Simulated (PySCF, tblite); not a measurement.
**C₇H₁₁ClO₂: geometry, infrared bands and NMR shifts**

What infrared bands and NMR shifts should C₇H₁₁ClO₂ (`CC/C(C)=C(\OC)C(=O)Cl`) show?

Programs: tblite 0.8.0 and PySCF 2.14.0, with density-fitted response routines of our own. Each step states its level of theory. These are calculated values for one molecule in the gas phase, unless marked as measured. Atoms are numbered from 0 throughout.

**1. The starting structure**

21 atoms, charge 0, multiplicity 1; geometry from: force field or distance geometry start.

Bonds of the start (Å): C0–C1 1.53, C1–C2 1.50, C2–C3 1.51, C2–C4 1.36, C4–O5 1.39, O5–C6 1.43, C4–C7 1.52, C7–O8 1.23, C7–Cl9 1.76, C0–H10 1.09, C0–H11 1.10, C0–H12 1.08, C1–H13 1.11, C1–H14 1.09, C3–H15 1.09, C3–H16 1.11, C3–H17 1.09, C6–H18 1.10, C6–H19 1.09, C6–H20 1.09.

**2. Geometry optimisation with GFN2-xTB**

The job: settings as JSON, then the geometry in Å.

```
{"job": {"kind": "relax", "xc": "GFN2-xTB", "basis": "xTB"}, "charge": 0, "multiplicity": 1}
C      1.819800    -1.565900    -0.513400
C      0.994300    -1.018400     0.647200
C      0.442800     0.354100     0.377600
C      1.462300     1.469200     0.380300
C     -0.889700     0.551000     0.171200
O     -1.780500    -0.516100     0.255900
C     -2.341600    -0.818400    -1.019300
C     -1.458300     1.932500    -0.118600
O     -0.873400     2.683900    -0.892300
Cl    -2.992100     2.313600     0.658900
H      2.175100    -2.570500    -0.284400
H      1.199000    -1.627800    -1.419200
H      2.674900    -0.930200    -0.714200
H      1.633200    -0.981600     1.551300
H      0.203800    -1.734700     0.892000
H      1.034600     2.442300     0.634400
H      2.217200     1.276000     1.165200
H      1.971500     1.513700    -0.577800
H     -2.953300    -1.719100    -0.897100
H     -2.986200    -0.012800    -1.363000
H     -1.562400    -1.023800    -1.748400
```

Run with:

```sh
> OMP_NUM_THREADS=1 python probes_run.py task.json out
```

One launch serves the whole session: the jobs run in the order shown.

**Question.** This job is followed by: GFN2-xTB harmonic vibrations, gas phase; GIAO PBE0/pcSseg-1 NMR shielding, non-relativistic, gas phase. Predict these results of the whole session: strongest single infrared mode (GFN2-xTB); zero-point energy (GFN2-xTB); 13C shifts against TMS (PBE0/pcSseg-1); 1H shifts against TMS (PBE0/pcSseg-1, means over atoms taken as alike); 17O shifts against H2O (PBE0/pcSseg-1); 35Cl shifts against HCl (PBE0/pcSseg-1).

**Answer**, as computed:

```
                                                              quantity                                            value
                             strongest single infrared mode (GFN2-xTB)                            1771 cm⁻¹, 276 km/mol
                                          zero-point energy (GFN2-xTB)                                   104.2 kcal/mol
                                13C shifts against TMS (PBE0/pcSseg-1)  174.5, 167.6, 149.4, 62.3, 33.4, 23.2, 15.9 ppm
1H shifts against TMS (PBE0/pcSseg-1, means over atoms taken as alike)                       3.70, 2.66, 2.26, 1.17 ppm
                                17O shifts against H2O (PBE0/pcSseg-1)                                  576.0, 79.7 ppm
                               35Cl shifts against HCl (PBE0/pcSseg-1)                                          437 ppm
```

Relaxing lowered the energy by 0.315 eV in 105 steps; the close pair that moved most is C4–C7, from 1.522 to 1.460 Å. No mode is imaginary among the 57: a minimum at this level. The strongest single mode, at 1771 cm⁻¹, moves mainly C7 and O8. Unscaled tight-binding wavenumbers are off by several per cent, some by more. Its intensities can rank the bands wrongly. The most deshielded hydrogen is H18, H19, H20 (mean) (hydrogen on a methyl carbon bonded to O), at 3.70 ppm: its carbon carries O, which withdraws density. At PBE0/pcSseg-1: Shielding is most anisotropic at O8 (span 897 ppm, paramagnetic term -641 ppm).
